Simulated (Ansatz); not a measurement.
# FeNi3: energy against volume

Aim, for FeNi3: follow the energy without spin against volume.

Computed with Ansatz 0.2.0 (DFT PBEsol, scalar-relativistic, plane waves, PAW, unless a step's input says otherwise).

1 further run of the same task is left out (it didn't finish).

**1. The starting structure**

The structure is tetragonal, space group I4/mmm (No. 139). Conventional cell: a = 3.534 Å, b = 3.534 Å, c = 7.079 Å, α = 90.00°, β = 90.00°, γ = 90.00°. Fe (site symmetry 4/mmm) has 12 Ni at 2.50 Å as nearest neighbours. Ni (site symmetry 4/mmm) is surrounded by 4 Fe at 2.50 Å and 8 Ni at 2.50 Å. Ni (site symmetry -4m2) has 8 Ni at 2.50 Å and 4 Fe at 2.50 Å as nearest neighbours.

As a file:

```
CELL_PARAMETERS angstrom
-1.76698 1.76698 3.53959
1.76698 -1.76698 3.53959
1.76698 1.76698 -3.53959
ATOMIC_POSITIONS crystal
Fe 0.00000 0.00000 0.00000
Ni 0.50000 0.50000 0.00000
Ni 0.75000 0.25000 0.50000
Ni 0.25000 0.75000 0.50000
```

The structure comes from the Materials Project (structure only); it is used as listed.

**2. The base input**

input.yaml

```yaml
crystal:
  lattice:
    - [-1.766979, 1.766979, 3.539592]
    - [1.766979, -1.766979, 3.539592]
    - [1.766979, 1.766979, -3.539592]
  atoms:
    - { symbol: Fe, position: [0.0, 0.0, 0.0], spin: 3.1 }
    - { symbol: Ni, position: [0.5, 0.5, 0.0], spin: 0.69 }
    - { symbol: Ni, position: [0.75, 0.25, 0.5], spin: 0.72 }
    - { symbol: Ni, position: [0.25, 0.75, 0.5], spin: 0.72 }
basis:
  ecutwfc: 420
kpoints:
  mp_grid: { grid: [16, 16, 16] }
hamiltonian:
  xc: pbesol
scf:
  occupations: { method: gaussian, width: 0.1 }
output:
  forces: true
  stress: true
  eigenvalues: true
  populations: true
magnetization:
  spin_polarized: true
```

It was run beforehand and gave: -5465.9967 eV/atom at zero smearing, pressure -8.58 GPa, largest force 0.000 eV/Å, no gap on the mesh, site moments Fe +2.81, Ni +0.62, Ni +0.65 (×2) μB, in 15 SCF cycles and 2.1 min.

**3. V/V0 = 0.8, start: no spin polarisation**

input.yaml

```yaml
crystal:
  lattice:
    - [-1.6403179991, 1.6403179991, 3.2858661405]
    - [1.6403179991, -1.6403179991, 3.2858661405]
    - [1.6403179991, 1.6403179991, -3.2858661405]
  atoms:
    - { symbol: Fe, position: [0.0, 0.0, 0.0] }
    - { symbol: Ni, position: [0.5, 0.5, 0.0] }
    - { symbol: Ni, position: [0.75, 0.25, 0.5] }
    - { symbol: Ni, position: [0.25, 0.75, 0.5] }
basis:
  ecutwfc: 420
kpoints:
  mp_grid: { grid: [16, 16, 16] }
hamiltonian:
  xc: pbesol
scf:
  occupations: { method: gaussian, width: 0.1 }
  lower_state_search: "off"
output:
  forces: true
  stress: true
  eigenvalues: true
```

Started as:

```
$ ansatz run input.yaml --threads 1 --pin off --max-ram 2560MiB --backend cpu --events-out ev --progress --plain --runs-dir out
```

**4. V/V0 = 0.86, start: no spin polarisation**

input.yaml: that of step 3 with these lines changed.

```diff
@@ -2,5 +2,5 @@
   lattice:
-    - [-1.6403179991, 1.6403179991, 3.2858661405]
-    - [1.6403179991, -1.6403179991, 3.2858661405]
-    - [1.6403179991, 1.6403179991, -3.2858661405]
+    - [-1.6803414421, 1.6803414421, 3.3660406411]
+    - [1.6803414421, -1.6803414421, 3.3660406411]
+    - [1.6803414421, 1.6803414421, -3.3660406411]
   atoms:
```

**5. V/V0 = 0.92, start: no spin polarisation**

input.yaml: that of step 4 with these lines changed.

```diff
@@ -2,5 +2,5 @@
   lattice:
-    - [-1.6803414421, 1.6803414421, 3.3660406411]
-    - [1.6803414421, -1.6803414421, 3.3660406411]
-    - [1.6803414421, 1.6803414421, -3.3660406411]
+    - [-1.7185440316, 1.7185440316, 3.4425676286]
+    - [1.7185440316, -1.7185440316, 3.4425676286]
+    - [1.7185440316, 1.7185440316, -3.4425676286]
   atoms:
@@ -23 +23,5 @@
   eigenvalues: true
+  write_density: true
+  write_potential: true
+  elf: true
+  volumetric_format: npy
```

**6. V/V0 = 0.96, start: no spin polarisation**

input.yaml: that of step 5 with these lines changed.

```diff
@@ -2,5 +2,5 @@
   lattice:
-    - [-1.7185440316, 1.7185440316, 3.4425676286]
-    - [1.7185440316, -1.7185440316, 3.4425676286]
-    - [1.7185440316, 1.7185440316, -3.4425676286]
+    - [-1.743097978, 1.743097978, 3.4917538114]
+    - [1.743097978, -1.743097978, 3.4917538114]
+    - [1.743097978, 1.743097978, -3.4917538114]
   atoms:
@@ -23,5 +23 @@
   eigenvalues: true
-  write_density: true
-  write_potential: true
-  elf: true
-  volumetric_format: npy
```

**7. V/V0 = 1.04, start: no spin polarisation**

input.yaml: that of step 6 with these lines changed.

```diff
@@ -2,5 +2,5 @@
   lattice:
-    - [-1.743097978, 1.743097978, 3.4917538114]
-    - [1.743097978, -1.743097978, 3.4917538114]
-    - [1.743097978, 1.743097978, -3.4917538114]
+    - [-1.7902313902, 1.7902313902, 3.5861709205]
+    - [1.7902313902, -1.7902313902, 3.5861709205]
+    - [1.7902313902, 1.7902313902, -3.5861709205]
   atoms:
```

**8. V/V0 = 1.1, start: no spin polarisation**

input.yaml: that of step 7 with these lines changed.

```diff
@@ -2,5 +2,5 @@
   lattice:
-    - [-1.7902313902, 1.7902313902, 3.5861709205]
-    - [1.7902313902, -1.7902313902, 3.5861709205]
-    - [1.7902313902, 1.7902313902, -3.5861709205]
+    - [-1.8240172861, 1.8240172861, 3.6538504384]
+    - [1.8240172861, -1.8240172861, 3.6538504384]
+    - [1.8240172861, 1.8240172861, -3.6538504384]
   atoms:
```

**9. V/V0 = 1.18, start: no spin polarisation**

input.yaml: that of step 8 with these lines changed.

```diff
@@ -2,5 +2,5 @@
   lattice:
-    - [-1.8240172861, 1.8240172861, 3.6538504384]
-    - [1.8240172861, -1.8240172861, 3.6538504384]
-    - [1.8240172861, 1.8240172861, -3.6538504384]
+    - [-1.8672052387, 1.8672052387, 3.7403640481]
+    - [1.8672052387, -1.8672052387, 3.7403640481]
+    - [1.8672052387, 1.8672052387, -3.7403640481]
   atoms:
```

(Steps that only read results are left out.)

What results come out of these runs, taken together? Wanted: lowest point, start “no spin polarisation”.

As calculated:

| quantity | value |
| --- | --- |
| lowest point, start “no spin polarisation” | V/V0 = 0.92 |

For the start “no spin polarisation” the lowest point lies at V/V0 = 0.92. The pressure passes through zero near V/V0 = 0.924, about 10.21 Å³/atom. The base cell is magnetic, so this curve without spin is not the ground state's. The listed cell is far from this method's equilibrium (-8.6 GPa, forces up to 0.00 eV/Å), so its values are not those of the relaxed crystal. Spin polarisation is off in the runs that give these values; a magnetic solution could lie lower.
